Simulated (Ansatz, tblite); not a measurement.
# The cluster SiGe₆: competing shapes

The task here is to estimate one member of a computed series from the others.

The runs use Ansatz 0.2.0, Gaussian basis; relaxed with B3LYP-D4/def2-SVP, singlet.

4 further runs of the same task are left out: 3 that didn't finish, 1 set aside as unsound or not needed. Runs told in other sessions of the task aren't counted.

## The system as given

7 atoms, charge 0, spin multiplicity 1.

Atoms are counted from 1 here; the program's logs count them from 0.

Bond lengths: Si1–Ge2 2.470 Å, Si1–Ge3 2.474 Å, Si1–Ge4 2.474 Å, Si1–Ge5 2.475 Å, Si1–Ge6 2.474 Å, Si1–Ge7 2.664 Å. Angles: Ge2–Si1–Ge3 115.3°, Ge2–Si1–Ge4 63.0°, Ge2–Si1–Ge5 62.9°, Ge2–Si1–Ge6 115.2°, Ge2–Si1–Ge7 62.7°, Ge3–Si1–Ge4 62.8°, Ge3–Si1–Ge5 115.1°, Ge3–Si1–Ge6 62.9°, Ge3–Si1–Ge7 62.6°, Ge4–Si1–Ge5 115.1°, Ge4–Si1–Ge6 115.0°, Ge4–Si1–Ge7 62.5°, Ge5–Si1–Ge6 62.8°, Ge5–Si1–Ge7 62.5°, Ge6–Si1–Ge7 62.5°.

A search from random starts with GFN2-xTB found 15 distinct shapes; 3 go on here. The structure above is candidate A, which lies 0.00 eV above the lowest at that level; B lies 0.07 eV above the lowest at that level; C lies 0.82 eV above the lowest at that level.

Set-up of the first run:

in.yaml reads:

```yaml
crystal:
  periodic: [false, false, false]
  atoms:
    - {symbol: Si, position_ang: [0.613910, -0.979080, -0.304070]}
    - {symbol: Ge, position_ang: [-1.810690, -1.238950, 0.091760]}
    - {symbol: Ge, position_ang: [1.289870, 1.160340, -1.346350]}
    - {symbol: Ge, position_ang: [-0.910310, -0.016160, -1.998380]}
    - {symbol: Ge, position_ang: [-0.172490, -0.803490, 2.035810]}
    - {symbol: Ge, position_ang: [1.745730, 0.674650, 1.146300]}
    - {symbol: Ge, position_ang: [-0.756020, 1.202690, 0.374930]}
basis:
  gaussian: {orbitals: def2-SVP}
hamiltonian: {xc: {name: B3LYP}, dispersion: d4}
scf: {lower_state_search: "off"}
output: {orbitals: {seedname: orbitals}}
relax: {f_tol: 0.02, max_steps: 100}
```

Launch:

```console
$ ansatz run in.yaml --threads 4 --pin off --events-out ev --progress --plain --max-ram 4787MiB
```

Steps of the session up to this table: Relaxing candidate A; Relaxing candidate B; Relaxing candidate C; Candidate B, PBE0-D4/def2-TZVP; Candidate B, PBE-D4/def2-TZVP; Candidate B, r2SCAN-D4/def2-TZVP; Candidate B, revPBE-D4/def2-TZVP; Candidate B, r2SCAN0-D4/def2-TZVP; Candidate B, MP2/def2-SVP; Candidate C, PBE0-D4/def2-TZVP; Candidate C, PBE-D4/def2-TZVP; Candidate C, r2SCAN-D4/def2-TZVP; Candidate C, revPBE-D4/def2-TZVP; Candidate C, r2SCAN0-D4/def2-TZVP; Candidate C, MP2/def2-SVP.

One of the session's tables, all rows but one given; the rest of the session is left out.

It belongs to the step «C against A». 

| level | C above A (eV) |
| --- | --- |
| GFN1-xTB | +0.130 |
| GFN2-xTB | +0.758 |
| HF/def2-SVP | +0.913 |
| PBE-D4/def2-TZVP | +1.062 |
| revPBE-D4/def2-TZVP | ? |
| r2SCAN-D4/def2-TZVP | +1.047 |
| PBE0-D4/def2-TZVP | +1.119 |
| r2SCAN0-D4/def2-TZVP | +1.130 |
| MP2/def2-SVP | +1.307 |

Estimate the missing values for revPBE-D4/def2-TZVP.

As computed: C above A (eV): +1.067. In the column «C above A (eV)» it lies between PBE-D4/def2-TZVP (+1.062) and PBE0-D4/def2-TZVP (+1.119).

Limits of these values: The search was small, so a lower isomer may exist. Only singlets are compared; another spin may lie lower and prefer another shape.
